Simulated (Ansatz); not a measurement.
# RuSe (zincblende): how the settings move a single-point run

Aim: see which settings change the result for RuSe (zincblende), by how much, and at what cost.

Program: Ansatz 0.2.0. Level of theory: reference: DFT PBE, scalar-relativistic, plane waves, PAW. These are calculated values, not measurements.

2 further runs of the same task are left out: 1 for a known fault of the program, 1 set aside as unsound or not needed. Runs told in other sessions of the task aren't counted.

### Step 1. The system as given

It takes space group F-43m (No. 216, cubic). Conventional cell: a = 5.504 Å, b = 5.504 Å, c = 5.504 Å, α = 90.00°, β = 90.00°, γ = 90.00°. Ru (site symmetry -43m) has 4 Se at 2.38 Å in its first shell of neighbours. Se (site symmetry -43m) is surrounded by 4 Ru at 2.38 Å.

Coordinates:

```xyz
2
Lattice="0.0000 2.7520 2.7520 2.7520 0.0000 2.7520 2.7520 2.7520 0.0000" Properties=species:S:1:pos:R:3 pbc="T T T"
Ru    0.0000    0.0000    0.0000
Se    1.3760    1.3760    1.3760
```

### Step 2. Baseline

The input, input.yaml:

```yaml
crystal:
  lattice:
    - [0.0, 2.7520188154, 2.7520188154]
    - [2.7520188154, 0.0, 2.7520188154]
    - [2.7520188154, 2.7520188154, 0.0]
  atoms:
    - { symbol: Ru, position: [0.0, 0.0, 0.0] }
    - { symbol: Se, position: [0.25, 0.25, 0.25] }
basis:
  ecutwfc: 420
  ecutrho_ratio: 4
kpoints:
  mp_grid: { grid: [10, 10, 10] }
hamiltonian:
  xc: pbe
scf:
  occupations: { method: gaussian, width: 0.05 }
output:
  forces: true
  stress: true
  eigenvalues: true
```

Command:

```sh
> ansatz run input.yaml --threads 2 --pin off --max-ram 2662MiB --backend cpu --events-out ev --progress --plain --runs-dir out
```

### Step 3. Changing settings: occupations.width 0.01

Edit input.yaml of step 2 so:

```diff
@@ -16,3 +16,3 @@
 scf:
-  occupations: { method: gaussian, width: 0.05 }
+  occupations: { method: gaussian, width: 0.01 }
 output:
@@ -20,2 +20 @@
   stress: true
-  eigenvalues: true
```

### Step 4. Variant: symmetry.detect false, n_extra_bands 4

Edit input.yaml of step 2 so:

```diff
@@ -8,2 +8,3 @@
     - { symbol: Se, position: [0.25, 0.25, 0.25] }
+  symmetry: { detect: false }
 basis:
@@ -17,2 +18,3 @@
   occupations: { method: gaussian, width: 0.05 }
+  n_extra_bands: 4
 output:
@@ -20,2 +22 @@
   stress: true
-  eigenvalues: true
```

### Step 5. Changed: starting moments, ecutwfc 550 eV, spin_polarized true

The input, input.yaml:

```yaml
crystal:
  lattice:
    - [0.0, 2.7520188154, 2.7520188154]
    - [2.7520188154, 0.0, 2.7520188154]
    - [2.7520188154, 2.7520188154, 0.0]
  atoms:
    - { symbol: Ru, position: [0.0, 0.0, 0.0], spin: -1.0 }
    - { symbol: Se, position: [0.25, 0.25, 0.25], spin: 0.5 }
basis:
  ecutwfc: "550 eV"
  ecutrho_ratio: 4
kpoints:
  mp_grid: { grid: [10, 10, 10] }
hamiltonian:
  xc: pbe
scf:
  occupations: { method: gaussian, width: 0.05 }
output:
  forces: true
  stress: true
  write_density: true
  write_potential: true
  elf: true
  volumetric_format: npy
magnetization:
  spin_polarized: true
```

Before running it: what results should come out? Wanted: for each run, ending; energy change; pressure; gap; force.

**Answer**, as computed:

```tsv
run	ending	energy change	pressure (GPa)	gap (eV)	force (eV/Å)	cycles	time
reference	converged	0	0.0	0.00	0.00	6	2 s
1: occupations.width 0.01	converged	+0.3 meV/atom (σ→0)	0.0	0.00	0.00	7	2.1 s
2: symmetry.detect false, n_extra_bands 4	converged	0.0 meV/atom	0.0	0.00	0.00	6	19 s
3: starting moments, ecutwfc 550 eV, spin_polarized true	converged	-1.7 meV/atom	0.0	0.00	0.00	12	22 s
```

Times don't compare one to one where runs were asked for different outputs or read a saved state (see the inputs); cycles may leave out searches for a lower state.

Residual by cycle in the longest SCF loop of each run; runs are numbered as in the table. The quantity is the density residual dr2, in eV.

```tsv
cycle	reference	run 1	run 2	run 3
1	0.00179	0.00175	0.00179	0.669
2	1.6e-4	6.7e-4	1.6e-4	0.28
3	1.6e-5	2.6e-4	1.6e-5	0.0208
4	2.5e-6	1.4e-4	2.5e-6	0.00227
5	6.2e-8	1.6e-5	6.0e-8	4.0e-4
6	1.2e-8	1.9e-6	1.2e-8	1.0e-4
7	-	4.9e-8	-	1.7e-5
8	-	-	-	8.4e-7
9	-	-	-	3.5e-7
10	-	-	-	1.5e-8
11	-	-	-	2.5e-8
12	-	-	-	6.2e-10
```

The table holds what each change does; none stands out.
